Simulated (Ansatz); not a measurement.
NbTe:

```
CELL_PARAMETERS angstrom
3.70297 0.00000 0.00000
-1.85149 3.20687 0.00000
0.00000 0.00000 3.69421
ATOMIC_POSITIONS crystal
Te 0.66667 0.33333 0.00000
Nb 0.00000 0.00000 0.50000
```

The cell comes from a database or a generator and needn't be the stable form of this composition.

Base run:

| Item | Value |
| --- | --- |
| Program | Ansatz 0.2.0 |
| Functional | PBE |
| Potentials or basis | Ansatz PAW |
| Cutoff | 420 eV (not typed: the program's choice for these potentials) |
| k mesh | 8 × 8 × 7 |
| Occupations | fermi-dirac, width 0.05 eV |
| Spin | no spin polarisation |

Its results: band gap on the k mesh none (metal or under the smearing width); pressure -0.6 GPa.

**Question.** The run is repeated on the same cell with these changes: functional from PBE to LDA. What comes out?

**Answer.** Band gap on the k mesh none (metal or under the smearing width); pressure -7.5 GPa.

LDA binds more tightly than PBE, so the same cell stands under less pressure.

Caveats: spin-orbit coupling is left out, which moves the levels of the heavy elements; the PAW data sets come from PBE, with cores solved anew for the run's functional, which leaves a small shift of forces and pressure (some runs).
